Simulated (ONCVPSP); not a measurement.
**Pseudopotential generation for oxygen: ONCV, LDA (Perdew-Wang 92)**

Aim: build the potential from the settings below, then test how well it stands in for the atom: other configurations, scattering, ghost states and the plane-wave cutoff that it needs.

Program: ONCVPSP 4.0.1. Reference atom: LDA (Perdew-Wang 92), scalar-relativistic, spherical and spin-unpolarised. All values are calculated.

### Step 1. The atom and the settings

The settings as typed:

```
element                 : oxygen (O, Z = 8)
type                    : optimised norm-conserving Vanderbilt (ONCV)
frozen core             : [He]
valence charge          : 6
reference configuration : 2s2 2p3.5 (charge +0.5)
partial waves           : 2s: rc 1.04 bohr, ncon 4, nbas 9, qcut 9.1 1/bohr, 2 projectors, debl 1.7 Ha; 2p: rc 1.46 bohr, ncon 3, nbas 6, qcut 10.8 1/bohr, 2 projectors, debl 0.5 Ha
local potential         : polynomial inside 0.98 bohr (lpopt 4, dvloc0 2 Ha)
core correction         : Teter function, parameters optimised by the program
```

### Step 2. Generation

Input file O.dat:

```
# ATOM AND REFERENCE CONFIGURATION
# atsym  z   nc   nv     iexc    psfile
  O 8.00    1    2  -001012      upf
#
#   n    l    f
    1    0    2.00
    2    0    2.00
    2    1    3.50
#
# PSEUDOPOTENTIAL AND OPTIMIZATION
# lmax
    1
#
#   l,   rc,      ep,       ncon, nbas, qcut
    0    1.04    0.00    4    9    9.10
    1    1.46    0.00    3    6   10.80
#
# LOCAL POTENTIAL
# lloc, lpopt,  rc(5),   dvloc0
    4    4    0.98    2.00
#
# VANDERBILT-KLEINMAN-BYLANDER PROJECTORs
# l, nproj, debl
    0    2    1.70
    1    2    0.50
#
# MODEL CORE CHARGE
# icmod, fcfact, rcfact
    4    0.65    0.00
#
# LOG DERIVATIVE ANALYSIS
# epsh1, epsh2, depsh
   -3.00    5.00    0.02
#
# OUTPUT GRID
# rlmax, drl
    6.00    0.01
#
# TEST CONFIGURATIONS
# ncnf
    4
# nvcnf
#   n    l    f
    2
    2    0    2.00
    2    1    4.00
#
    2
    2    0    2.00
    2    1    3.00
#
    2
    2    0    2.00
    2    1    2.00
#
    2
    2    0    2.00
    2    1    1.00
#
```

Command:

```console
$ oncvpsp.x < O.dat > O.out
```

Q: Predict the outcome of this session. Wanted: cutoffs for 1 and 0.1 mHa per electron, occupied waves; bound ghosts; GHOST(+) flags; largest test error; largest phase difference near zero energy, channels read; rms error of d²Exc/dn², without and with the model core; projector energies reset by the program.

As calculated:

| quantity | value |
| --- | --- |
| cutoffs for 1 and 0.1 mHa per electron, occupied waves | 34 Ha and 41 Ha |
| bound ghosts | none found |
| GHOST(+) flags | none at low energy |
| largest test error (AE − PS) | +525 meV, for 2s2 2p1 |
| largest phase difference near zero energy, channels read | 0.000 rad |
| rms error of d²Exc/dn², without and with the model core | 3.22 and 1.12 mHa |
| projector energies reset by the program | p: -0.604, 0.250 Ha |

What this shows: By total energies transferability is poor: the largest error is 525 meV on 97.9 eV, for 2s2 2p1. That test lies far up in energy; among those under 40 eV, nearer to bonding, the largest error is 6.6 meV. By its cutoff, 34 Ha for the looser tolerance, it is of middling hardness. It is free of bound ghosts as far as tested. Near zero energy the phases of the channels with partial waves agree within 0.001 rad. All of this concerns the isolated atom, not yet a solid.
